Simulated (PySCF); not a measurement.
# GeH+: bond curves at several levels of theory

One job finds the state of GeH+, follows it along the bond with each method and fits the curves.

The runs use PySCF 2.14.0; Ge def2-TZVPPD, H def2-TZVPPD, no relativity.

**1. The job**

A driver script around PySCF takes these settings:

```
atoms                         : Ge, H
charge                        : 1
basis                         : Ge def2-TZVPPD, H def2-TZVPPD
Hamiltonian                   : no relativity
basis functions               : 71
electrons treated             : 32
masses in u                   : 73.9212, 1.0078
levels                        : PBE0, PBE, r²SCAN, M06-L, M06, BLYP, B97-3, BHandHLYP, ωB97X, HF, MP2, SCS-MP2, CCSD, CCSD(T)
grid                          : 80 radial by 434 angular points
occupations                   : held fixed by the projection of orbital angular momentum
dissociation limit            : Ge+ + H, each in its ground configuration
starting distance in angstrom : 1.580
values of 2S to try           : 0, 2
```

On the command line:

```bash
> OMP_NUM_THREADS=1 python dia.py task.json out
```

Further steps of the session: First curve: PBE0; Higher solutions at PBE0; PBE (GGA); r²SCAN (meta-GGA); M06-L; M06 (hybrid meta-GGA); BLYP (GGA); B97-3 (global hybrid GGA); BHandHLYP; ωB97X (range-separated hybrid); RHF (mean field); Correlated methods on the Hartree–Fock reference.

What does the calculation give? Wanted: for each run, Re; ωe; De; μ.

**Answer**, as computed:

Lowest PBE0 solution found, without spin–orbit coupling: ¹Σ⁺ (singlet), closed shell. State 2 has its PBE0 minimum 2.19 eV higher. The other levels ran on the lowest alone.

| level | Re (Å) | ωe (cm⁻¹) | De (eV) | μ (D) |
| --- | --- | --- | --- | --- |
| RHF | 1.571 | 2135 | 2.16 | 0.59 |
| RHF-MP2 | 1.564 | 2098 | 2.97 | n/a |
| RHF-SCS-MP2 | 1.567 | 2087 | 3.08 | n/a |
| RHF-CCSD | 1.574 | 2038 | 3.11 | n/a |
| RHF-CCSD(T) | 1.576 | 2025 | 3.14 | n/a |
| PBE | 1.606 | 1929 | 3.06 | 0.39 |
| BLYP | 1.607 | 1912 | 3.10 | 0.30 |
| r²SCAN | 1.585 | 2007 | 3.08 | 0.48 |
| M06-L | 1.589 | 2027 | 3.22 | 0.30 |
| PBE0 | 1.589 | 2010 | 3.02 | 0.47 |
| B97-3 | 1.591 | 2010 | 3.08 | 0.41 |
| M06 | 1.595 | 2005 | 3.15 | 0.19 |
| BHandHLYP | 1.576 | 2069 | 3.04 | 0.45 |
| ωB97X | 1.580 | 2059 | 3.15 | 0.46 |

De is counted to Ge+ + H in their ground configurations. A positive dipole points from Ge to H; in an ion it is taken about the centre of mass and does not tell which atom is negative.

Differences from CCSD(T) in the same basis:

```
      level  Re (mÅ)  ωe (%)
        RHF       -5    +5.4
    RHF-MP2      -11    +3.6
RHF-SCS-MP2       -9    +3.1
   RHF-CCSD       -2    +0.6
        PBE      +30    -4.8
       BLYP      +31    -5.6
     r²SCAN       +9    -0.9
      M06-L      +13    +0.1
       PBE0      +13    -0.8
      B97-3      +15    -0.7
        M06      +19    -1.0
  BHandHLYP        0    +2.1
      ωB97X       +4    +1.7
```

Judged by CCSD(T) in the same basis: best bond length BHandHLYP (0 mÅ), worst BLYP (+31 mÅ); best wavenumber M06-L (+0.1 %), worst BLYP (-5.6 %). Hartree–Fock falls on the short and stiff side, its usual fault. PBE gives a bond that is too long and too soft, as GGAs tend to. Of the levels with a De here, RHF gives the least (2.16 eV) and M06-L the most (3.22 eV).

Correlated steps freeze 9 core orbitals.
